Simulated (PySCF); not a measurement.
# The bond of LiGe, level by level

One table from this session's results is given with a row withheld; the runs are named, their logs left out.

Method: Li 6-31G(d,p), Ge 6-31G(d,p), no relativity; program: PySCF 2.14.0.

The first run:

A driver script around PySCF takes these settings:

- atoms: Li, Ge
- charge: 0
- basis: Li 6-31G(d,p), Ge 6-31G(d,p)
- Hamiltonian: no relativity
- basis functions: 46
- electrons treated: 35
- masses in u: 7.0160, 73.9212
- levels: PBE0, PBE, r²SCAN, MN15, PBEsol, M06-2X, HSE06, HF, MP2, SCS-MP2, CCSD, CCSD(T)
- grid: 80 radial by 434 angular points
- occupations: held fixed by the projection of orbital angular momentum
- dissociation limit: Li + Ge, each in its ground configuration
- starting distance in angstrom: 2.445
- values of 2S to try: 1, 3

Command:

```
$ OMP_NUM_THREADS=1 python dia.py task.json out
```

Among the steps run: Input; The PBE0 curve of the state that the search chose; Higher solutions at PBE0; PBE; r²SCAN (meta-GGA); MN15 (hybrid meta-GGA); PBEsol (GGA); M06-2X; HSE06; UHF; MP2 and coupled cluster.

One of the session's tables, all rows but one given; the rest of the session is left out.

Energy (eV) from each level's lowest point:

| R (Å) | UHF | UHF-MP2 | UHF-SCS-MP2 | UHF-CCSD | UHF-CCSD(T) |
| --- | --- | --- | --- | --- | --- |
| 2.084 | 0.385 | 0.351 | 0.352 | n/a | n/a |
| 2.181 | 0.185 | 0.162 | 0.163 | 0.165 | 0.166 |
| 2.278 | 0.067 | 0.053 | 0.054 | 0.056 | 0.056 |
| 2.350 | ? | ? | ? | ? | ? |
| 2.423 | 0.000 | 0.000 | 0.000 | 0.000 | 0.000 |
| 2.496 | 0.002 | 0.009 | 0.009 | 0.008 | 0.008 |
| 2.593 | 0.031 | 0.048 | 0.046 | 0.044 | 0.044 |
| 2.714 | 0.097 | 0.127 | 0.124 | 0.120 | 0.120 |
| 2.859 | 0.205 | 0.251 | 0.246 | 0.240 | 0.240 |
| 3.053 | 0.370 | 0.443 | 0.434 | n/a | n/a |

**Question.** Estimate the row for R (Å) = 2.350.

Worked estimate for «UHF». A straight line through the neighbours (2.278, 0.067) and (2.423, 0.000) gives 0.067 + (0.000 − 0.067) × (2.350 − 2.278) / (2.423 − 2.278) = 0.034; a parabola fitted to 4 rows on both sides gives 0.019.

The run gave: UHF: 0.020; UHF-MP2: 0.013; UHF-SCS-MP2: 0.013; UHF-CCSD: 0.014; UHF-CCSD(T): 0.014. In «UHF» the line misses by +0.014 and the parabola by -0.001.
